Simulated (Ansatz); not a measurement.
**C₂F₈Ge: up Jacob's ladder to CCSD(T)**

The task here is to estimate one member of a computed series from the others.

Method: functionals in def2-TZVPP, the program's frozen cores in correlated methods; program: Ansatz 0.2.0, Gaussian basis.

Plan: LDA (SPW92), PBE-D4, revPBE-D4, BLYP-D4, r2SCAN-D4, B97M-V, PBE0-D4, B3LYP-D4, r2SCANh-D4, r2SCAN0-D4, HSE06-D4, BHLYP-D4, CAM-B3LYP-D4, LC-ωPBE, ωB97X-V, ωB97M-V, B2PLYP, PBE-QIDH; CCSD(T)/def2-SVP; CCSD(T)/def2-TZVPP; MP2/def2-QZVPP; extrapolation to the limit; RPA on PBE.

## Structure used throughout

An earlier PBE0-D4 in a triple-zeta def2 set relaxation fixed the geometry.

SMILES `F[C](F)(F)[Ge]([F])([F])[C](F)(F)F`, 11 atoms, charge 0, spin multiplicity 1.

Atoms are counted from 1 here; the program's logs count them from 0.

Bond lengths: F1–C2 1.335 Å, C2–F3 1.330 Å, C2–F4 1.335 Å, C2–Ge5 2.009 Å, Ge5–F6 1.712 Å, Ge5–F7 1.712 Å, Ge5–C8 2.009 Å, C8–F9 1.335 Å, C8–F10 1.335 Å, C8–F11 1.330 Å. Angles: F1–C2–F3 108.3°, F1–C2–F4 108.0°, F1–C2–Ge5 110.4°, F3–C2–F4 108.3°, F3–C2–Ge5 111.3°, F4–C2–Ge5 110.4°, C2–Ge5–F6 108.4°, C2–Ge5–F7 108.4°, C2–Ge5–C8 115.8°, F6–Ge5–F7 107.1°, F6–Ge5–C8 108.4°, F7–Ge5–C8 108.4°, Ge5–C8–F9 110.4°, Ge5–C8–F10 110.4°, Ge5–C8–F11 111.3°, F9–C8–F10 108.0°, F9–C8–F11 108.3°, F10–C8–F11 108.3°.

The first run:

The input, in.yaml:

```yaml
crystal:
  periodic: [false, false, false]
  atoms:
    - {symbol: F, position_ang: [-2.192946, -0.289379, -0.773706]}
    - {symbol: C, position_ang: [-1.544324, -0.719023, 0.311380]}
    - {symbol: F, position_ang: [-2.372441, -0.642819, 1.349836]}
    - {symbol: F, position_ang: [-1.227100, -2.002074, 0.122175]}
    - {symbol: Ge, position_ang: [0.112109, 0.375088, 0.617296]}
    - {symbol: F, position_ang: [-0.356302, 1.996260, 0.905590]}
    - {symbol: F, position_ang: [0.876071, -0.187642, 2.042223]}
    - {symbol: C, position_ang: [1.458676, 0.359382, -0.872989]}
    - {symbol: F, position_ang: [1.878967, -0.885896, -1.108289]}
    - {symbol: F, position_ang: [0.915094, 0.831425, -1.997417]}
    - {symbol: F, position_ang: [2.517597, 1.107780, -0.575399]}
basis:
  gaussian: {orbitals: def2-TZVPP}
hamiltonian: {xc: lda}
output: {orbitals: {seedname: orbitals}}
```

On the command line:

```
$ ansatz run in.yaml --threads 4 --pin off --events-out ev --progress --plain --max-ram 41984MiB --backend cuda --devices 0, --max-vram 37GiB
```

Among the steps run: LDA; PBE-D4 (GGA); revPBE-D4 (GGA); BLYP-D4 (GGA); r2SCAN-D4 (meta-GGA); B97M-V (meta-GGA); B3LYP-D4 (hybrid); r2SCANh-D4 (hybrid); r2SCAN0-D4 (hybrid); HSE06-D4 (hybrid); BHLYP-D4 (hybrid); CAM-B3LYP-D4 (range-separated); LC-ωPBE (range-separated); ωB97X-V (range-separated); ωB97M-V (range-separated); B2PLYP (double hybrid); PBE-QIDH (double hybrid).

One table of the session follows, with a row left open; its other results are not shown here.

It belongs to the step «Frontier levels by functional». 

```
  functional  HOMO (eV)  gap (eV)
 LDA (SPW92)      -8.57      6.46
      PBE-D4      -8.30      6.59
   revPBE-D4      -8.19      6.66
     BLYP-D4      -8.27      6.52
   r2SCAN-D4      -8.70      7.29
      B97M-V      -8.80      7.38
     PBE0-D4      -9.96      9.30
    B3LYP-D4      -9.77      8.67
  r2SCANh-D4      -9.31      8.27
  r2SCAN0-D4          ?         ?
    HSE06-D4      -9.55      8.51
    BHLYP-D4     -11.62     11.93
CAM-B3LYP-D4     -11.45     11.75
     LC-ωPBE     -12.64     14.39
     ωB97X-V     -12.31     13.94
     ωB97M-V     -12.19     13.60
```

**Question.** Estimate the row for r2SCAN0-D4.

Worked estimate for «HOMO (eV)». Against the share of exact exchange, r2SCAN-D4 (0, -8.70), r2SCANh-D4 (0.1, -9.31) give a slope of -6.10 per unit share; at 0.25 the line stands at -10.22.

**Answer.** HOMO (eV): -10.23; gap (eV): 9.75. In «HOMO (eV)» the line misses by +0.01.
